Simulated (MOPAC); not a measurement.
**C2F4O (SMILES FC1(F)OC1(F)F) at PM6-DH+**

Wanted: a geometry optimisation of C2F4O. 

Program for the calculation: MOPAC 23.2.5.

4 further runs of the same task are left out: 4 set aside as unsound or not needed.

**1. Starting point**

C2F4O: 7 atoms, total charge 0, spin state singlet. As SMILES, `FC1(F)OC1(F)F`. All atoms were displaced at random from a relaxed shape. The run starts from this shape.

Bond lengths: F1–C2 1.328 Å, C2–F3 1.302 Å, C2–O4 1.371 Å, C2–C5 1.443 Å, O4–C5 1.393 Å, C5–F6 1.306 Å, C5–F7 1.310 Å. Some angles: F1–C2–F3 109.7°, F1–C2–O4 115.0°, F1–C2–C5 122.2°, F3–C2–O4 117.8°, F3–C2–C5 123.3°, O4–C2–C5 59.3°, C2–O4–C5 63.0°, C2–C5–O4 57.8°, C2–C5–F6 122.6°, C2–C5–F7 123.5°.

**2. A geometry optimisation at PM6-DH+**

The input, mol.mop:

```
PM6-DH+ EF CYCLES=300 DISP GRADIENTS GNORM=0.02 MULLIK AUX(PRECISION=6) THREADS=1
PM6-DH+ optimise

F     -0.303528    -1.158071     1.362098
C     -0.113452    -0.705276     0.128746
F     -0.597290    -1.554456    -0.730732
O      1.133785    -0.190023    -0.113347
C      0.062115     0.698583    -0.157028
F      0.077586     1.610814     0.777194
F     -0.219417     1.242225    -1.315440
```

The run is started by

```bash
$ mopac mol.mop
```

**Question.** What will come out? Wanted: total energy at the end; dipole moment; HOMO energy; LUMO energy; HOMO–LUMO gap; dispersion energy; heat of formation.

Answer, from the run:

At PM6-DH+:

| quantity | value |
| --- | --- |
| total energy at the end | -88.92211 Eh |
| dipole moment | 1.49 D |
| HOMO energy | -12.82 eV |
| LUMO energy | -0.63 eV |
| HOMO–LUMO gap | 12.19 eV |
| dispersion energy | -1.16 kJ/mol |
| heat of formation | -204.4 kcal/mol |

At the final geometry: Bond lengths: F1–C2 1.316 Å, C2–F3 1.316 Å, C2–O4 1.442 Å, C2–C5 1.508 Å, O4–C5 1.442 Å, C5–F6 1.316 Å, C5–F7 1.316 Å. Some angles: F1–C2–F3 108.4°, F1–C2–O4 115.0°, F1–C2–C5 124.5°, F3–C2–O4 115.0°, F3–C2–C5 124.5°, O4–C2–C5 58.5°, C2–O4–C5 63.1°, C2–C5–O4 58.5°, C2–C5–F6 124.5°, C2–C5–F7 124.5°. The optimisation took 28 steps and changed the energy by -0.292 eV.
